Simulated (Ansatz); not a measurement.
# MoSe: the cost of one run

Method: DFT r2SCAN+U, scalar-relativistic, plane waves, PAW, in Ansatz 0.2.0.

**1. The system as given**

The structure is cubic, space group F-43m (No. 216). The conventional cell has a = 5.776 Å, b = 5.776 Å, c = 5.776 Å, α = 90.00°, β = 90.00°, γ = 90.00°. Mo (site symmetry -43m) is surrounded by 4 Se at 2.50 Å. Se (site symmetry -43m) is surrounded by 4 Mo at 2.50 Å.

As a file:

```cif
data_structure
_symmetry_space_group_name_H-M 'F-43m'
_symmetry_Int_Tables_number 216
_cell_length_a 5.7757
_cell_length_b 5.7757
_cell_length_c 5.7757
_cell_angle_alpha 90.000
_cell_angle_beta 90.000
_cell_angle_gamma 90.000
_cell_volume 192.67
loop_
_atom_site_label
_atom_site_type_symbol
_atom_site_symmetry_multiplicity
_atom_site_Wyckoff_symbol
_atom_site_fract_x
_atom_site_fract_y
_atom_site_fract_z
_atom_site_occupancy
Mo1 Mo 4 a 0.00000 0.00000 0.00000 1
Se1 Se 4 d 0.25000 0.25000 0.75000 1
```

**2. Volume dafm0: 0.8 V/V0**

input.yaml

```yaml
crystal:
  lattice:
    - [0.0, 2.88783439, 2.88783439]
    - [2.88783439, 0.0, 2.88783439]
    - [5.7756687801, 5.7756687801, 0.0]
  atoms:
    - { symbol: Mo, position: [1.0, 0.0, 0.0], spin: 2.0 }
    - { symbol: Se, position: [0.25, 0.25, 0.125] }
    - { symbol: Mo, position: [1.0, 0.0, 0.5], spin: -2.0 }
    - { symbol: Se, position: [0.25, 0.25, 0.625] }
basis:
  ecutwfc: 500
kpoints:
  mp_grid: { grid: [12, 12, 6] }
hamiltonian:
  xc: r2scan
  hubbard: { sites: [{ species: Mo, l: d, u_eff: 4.38 }] }
scf:
  occupations: { method: gaussian, width: 0.1 }
output:
  forces: true
  stress: true
  eigenvalues: true
  populations: true
  write_density: true
  write_potential: true
  elf: true
  volumetric_format: npy
magnetization:
  spin_polarized: true
```

Started as:

```sh
$ ansatz run input.yaml --threads 1 --pin off --max-ram 2560MiB --backend cpu --events-out ev --progress --plain --runs-dir out
```

What time and memory should one allow on 1 thread of Intel Xeon 6975P-C (Granite Rapids), shared host?

About 71 s, with a peak of 1.3 GiB.
